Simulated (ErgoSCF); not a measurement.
# One shape, several levels: [CuF2]− (SMILES [F][Cu-][F])

Wanted: a comparison of 4 runs (HF/STO-3G, HF/def2-SVP, BLYP/6-31G, PBE0/def2-SVP) of [CuF2]−. 

Program for the calculation: ErgoSCF 3.8.

4 further runs of the same task are left out: 4 that didn't finish.

## (1) The system as given

[CuF2]− has 3 atoms, charge -1, and is taken as a singlet. As SMILES, `[F][Cu-][F]`. The shape comes from GFN2-xTB, which is rough for such elements, and wasn't checked as a minimum.

Bond lengths: Cu1–F2 1.762 Å, Cu1–F3 1.762 Å. Angles: F2–Cu1–F3 180.0°.

## (2) A single-point energy at HF/STO-3G (run 1)

geom.xyz reads:

```xyz
3

Cu    -0.000140    -0.000080    -0.000110
F     -0.017000    -0.021070     1.761660
F      0.017140     0.021150    -1.761550
```

run.inp reads:

```
set_nthreads("env")
molecule "geom.xyz"
scf.max_number_of_iterations = 120
basis = "STO-3G"
charge = -1
scf.output_mulliken_pop = 1
scf.use_diagonalization = 1
tmpdir = "."
run "HF"
```

The basis set STO-3G is read from a file made from the Basis Set Exchange's data (not shown).

Run with:

```bash
$ ergo run.inp
```

The log of the run:

```text
[...]
INSC SCF_general constructor, number of basis functions: 28
[...]
INSC Energy   1 =      -1778.28653770803
[...]
INDE E_LUMO =          0.46175448839
[...]
INSC Energy  19 =      -1816.14565600248  ( diff     -0.000000004814410 )
[...]
RESC CONVERGED after  19 iterations.
RESC FINAL ENERGY:      -1816.14565600248
[...]
INSC SCF: dipole_moment_x [atomic units] =       0.00086504
INSC SCF: dipole_moment_y [atomic units] =       0.00050089
INSC SCF: dipole_moment_z [atomic units] =      -0.00034868
[...]
```

Run time: 2.5 s. Hardware: 1 thread of Intel Xeon 6975P-C (Granite Rapids), shared host; peak memory 0.26 GiB.

## (3) A single-point energy at HF/def2-SVP (run 2)

molecule.xyz reads:

```xyz
3

Cu    -0.000140    -0.000080    -0.000110
F     -0.017000    -0.021070     1.761660
F      0.017140     0.021150    -1.761550
```

input.ego reads:

```
# single point, CuF2
set_nthreads("env")
molecule "molecule.xyz"
scf.output_mulliken_pop = 1
scf.use_diagonalization = 1
tmpdir = "."
charge = -1
scf.max_number_of_iterations = 120
basis = "def2-SVP"
run "HF"
```

The basis set def2-SVP is read from a file made from the Basis Set Exchange's data (not shown).

Run with:

```bash
$ ergo input.ego
```

The log of the run:

```text
[...]
INSC SCF_general constructor, number of basis functions: 59
[...]
INSC Energy   1 =      -1056.12353849278
[...]
INDE E_LUMO =          0.24141976638
[...]
INSC Energy  18 =      -1837.47882696385  ( diff     -0.000000000006594 )
[...]
RESC CONVERGED after  18 iterations.
RESC FINAL ENERGY:      -1837.47882696385
[...]
INSC SCF: dipole_moment_x [atomic units] =      -0.00023400
INSC SCF: dipole_moment_y [atomic units] =      -0.00013217
INSC SCF: dipole_moment_z [atomic units] =      -0.00042429
[...]
```

Run time: 19 s. Hardware: 1 thread of Intel Xeon 6975P-C (Granite Rapids), shared host; peak memory 0.26 GiB.

Run 3 isn't shown in full; the table further down has it.

## (4) The energy at PBE0/def2-SVP (run 4)

job.ego reads:

```
set_nthreads(1)
molecule_inline
Cu -0.00026456 -0.00015118 -0.00020787
F  -0.03212534 -0.03981653 3.32905492
F  0.03238991 0.03996771 -3.32884705
EOF
tmpdir = "."
XC.sparse_mode = 0
scf.use_diagonalization = 1
basis = "def2-SVP"
XC.angint = 41
XC.radint = 1e-11
charge = -1
scf.output_mulliken_pop = 1
scf.max_number_of_iterations = 120
run "PBE0"
```

The basis set def2-SVP is read from a file made from the Basis Set Exchange's data (not shown).

Run with:

```bash
$ ergo job.ego
```

The log of the run:

```text
[...]
INDF Weighted mixed functional:
[...]
INSC Energy   1 =      -1071.72711652697
[...]
INDE E_LUMO =          0.18375115354
[...]
INSC Energy  31 =      -1839.46439615771  ( diff     -0.000000000011369 )
[...]
RESC CONVERGED after  31 iterations.
RESC FINAL ENERGY:      -1839.46439615771
[...]
INSC SCF: dipole_moment_x [atomic units] =      -0.00011996
INSC SCF: dipole_moment_y [atomic units] =      -0.00006662
INSC SCF: dipole_moment_z [atomic units] =      -0.00039584
[...]
```

It took 33 s on 1 thread of Intel Xeon 6975P-C (Granite Rapids), shared host; peak memory 0.26 GiB.

## (5) Overview of the runs

| run | level | integration grid | radint | energy (Eh) | wall time |
| --- | --- | --- | --- | --- | --- |
| 1 | HF/STO-3G | – | – | -1816.145656 | 2.5 s |
| 2 | HF/def2-SVP | – | – | -1837.478827 | 19 s |
| 3 | BLYP/6-31G | Turbo | 1e-11 | -1840.043516 | 9.3 s |
| 4 | PBE0/def2-SVP | Turbo | 1e-11 | -1839.464396 | 33 s |

## (6) Results

```
           quantity           value
run 4: total energy  -1839.46440 Eh
```

In words: Totals of different functionals can't be ranked against each other. In run 1 the basis is minimal, so the values are rough. All runs together took 64 s, the longest 33 s.
